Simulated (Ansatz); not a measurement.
# LaAgSb2 (P4/nmm): relaxations under a series of pressures

How does LaAgSb2 (P4/nmm) give way under pressure? Wanted for LaAgSb2 (P4/nmm): relaxations under a series of pressures.

The COD entry's cell or inner coordinates are ideal or old and differ from later refinements, so a difference from it is no clean test against experiment.

Program: Ansatz 0.2.0 through its Python package. Level of theory: DFT PBEsol, plane waves, PAW. These are calculated values, not measurements.

**1. Starting point**

It takes space group P4/nmm (No. 129, tetragonal). The conventional cell has a = 4.359 Å, b = 4.359 Å, c = 10.787 Å, α = 90.00°, β = 90.00°, γ = 90.00°. La (site symmetry 4mm) is surrounded by 8 Sb at 3.22 to 3.60 Å and 4 Ag at 3.34 Å. Around Ag (site symmetry -4m2) lie 4 Ag at 3.08 Å and 4 La at 3.34 Å. Sb (site symmetry 4mm) has 4 Sb at 2.90 Å and 4 La at 3.22 Å as nearest neighbours. Sb (site symmetry -4m2) is surrounded by 8 Sb at 2.90 to 3.08 Å.

No structure file is read: the coordinates are typed or built in the script.

**2. Script**

The input, run_compress.py:

```python
"""Cell of LaAgSb2 under pressure."""

import ansatz as az
import numpy as np

FUNCTIONAL = "PBEsol"
KGRID = (6, 6, 3)
FILLING = "fermi_dirac"
WIDTH_EV = 0.1
MIXING_BETA = 0.7

def edges_and_angles(cell):
    cell = np.asarray(cell)
    a, b, c = np.linalg.norm(cell, axis=1)
    cosines = cell[1] @ cell[2] / (b * c), cell[0] @ cell[2] / (a * c), cell[0] @ cell[1] / (a * b)
    return (a, b, c, *np.degrees(np.arccos(cosines)))


def main() -> None:
    crystal = (
        az.Lattice.from_parameters(4.359, 4.359, 10.787, alpha=90.0, beta=90.0, gamma=90.0)
        .atom("La", (0.5, 0.0, 0.7651))
        .atom("La", (0.0, 0.5, 0.2349))
        .atom("Ag", (0.0, 0.0, 0.0))
        .atom("Ag", (0.5, 0.5, 0.0))
        .atom("Sb", (0.5, 0.0, 0.322))
        .atom("Sb", (0.0, 0.5, 0.678))
        .atom("Sb", (0.0, 0.0, 0.5))
        .atom("Sb", (0.5, 0.5, 0.5))
    )

    setup = crystal.calculation()
    setup = setup.functional(FUNCTIONAL)
    setup = setup.kpoints(*KGRID, center="gamma")
    setup = setup.occupations(FILLING, width=WIDTH_EV)
    setup = setup.mixing("anderson", beta=MIXING_BETA)

    # H = F + PV, with 1 GPa A^3 = 1/160.21766 eV
    rows = []
    for pressure in [-2, 0, 2, 5, 10]:
        res = setup.relax(cell=True, pressure=pressure, force_tolerance=0.01).run(threads=1)
        cell = res.lattice.cell_ang
        n_atoms = len(res.lattice.sites)
        volume = abs(np.linalg.det(cell)) / n_atoms
        enthalpy = res.report["free_energy_ev"] / n_atoms + pressure * volume / 160.21766
        rows.append((pressure, volume, enthalpy, *edges_and_angles(cell)))
        print(f"{pressure} GPa done: {volume:.4f} A^3/atom")

    print(" P (GPa)  V (A^3/atom)  H (eV/atom)     a       b       c")
    for row in rows:
        print("{:8.1f} {:12.4f} {:14.5f} {:7.4f} {:7.4f} {:7.4f}".format(*row[:6]))
    p, v = np.array([row[0] for row in rows], float), np.array([row[1] for row in rows])
    print("mean bulk modulus between rows (GPa):", np.round(-np.diff(p) / np.diff(np.log(v)), 1))


if __name__ == "__main__":
    main()
```

**3. The input behind the calls**

The package turns the script's settings into the engine's input (first run):

```yaml
crystal:
  lattice:
    a: 4.359
    b: 4.359
    c: 10.787
    alpha: 90.0
    beta: 90.0
    gamma: 90.0
  atoms:
    - { symbol: La, position: [0.5, 0.0, 0.7651] }
    - { symbol: La, position: [0.0, 0.5, 0.2349] }
    - { symbol: Ag, position: [0.0, 0.0, 0.0] }
    - { symbol: Ag, position: [0.5, 0.5, 0.0] }
    - { symbol: Sb, position: [0.5, 0.0, 0.322] }
    - { symbol: Sb, position: [0.0, 0.5, 0.678] }
    - { symbol: Sb, position: [0.0, 0.0, 0.5] }
    - { symbol: Sb, position: [0.5, 0.5, 0.5] }
kpoints:
  mp_grid:
    grid: [6, 6, 3]
    shift: [0.0, 0.0, 0.0]
hamiltonian:
  xc: pbesol
scf:
  mixing:
    algorithm: anderson
    beta: 0.7
  occupations:
    method: fermi_dirac
    width: 0.1
relax:
  f_tol: 0.01
  cell:
    p_target: -2.0
```

**4. Launch**

Launch:

```console
python run_compress.py
```

**Question.** How far does the cell shrink over this series of pressures, and what bulk modulus does the first step imply?

The runs gave:

| quantity | value |
| --- | --- |
| bulk modulus between neighbouring pressures | 64.1 to 100.4 GPa |
| runs compared | 5 |
| range of energy | 77.14 meV/atom |

**Reading.** The crystal stiffens as it is compressed. The volume falls from 26.36 Å³ an atom at -2 GPa to 22.81 at 10 GPa, by 13.4 %. Between -2 and 0 GPa, -V dP/dV is about 64 GPa, a mean over that step. In run 1, over 11 moves the cell grew by 2.9 % in volume under the -2 GPa asked, and the space group stayed P4/nmm. Apart from the cell, atoms moved by up to 1.67 Å: the start was far from this minimum, and neighbours may have changed. In run 5, over 13 moves the cell shrank by 11.0 % in volume under the 10 GPa asked, and the space group stayed P4/nmm. Apart from the cell, atoms moved by up to 1.44 Å: the start was far from this minimum, and neighbours may have changed. Reading the output:
- At a fixed pressure a relaxation lowers the enthalpy F + PV, while F alone can rise.
- Of the deposited cell: the entry's cell lengths or inner coordinates differ somewhat from later room-temperature determinations.
- Symmetry holds the cell in this phase, so another phase that may be stable under pressure is not reached.
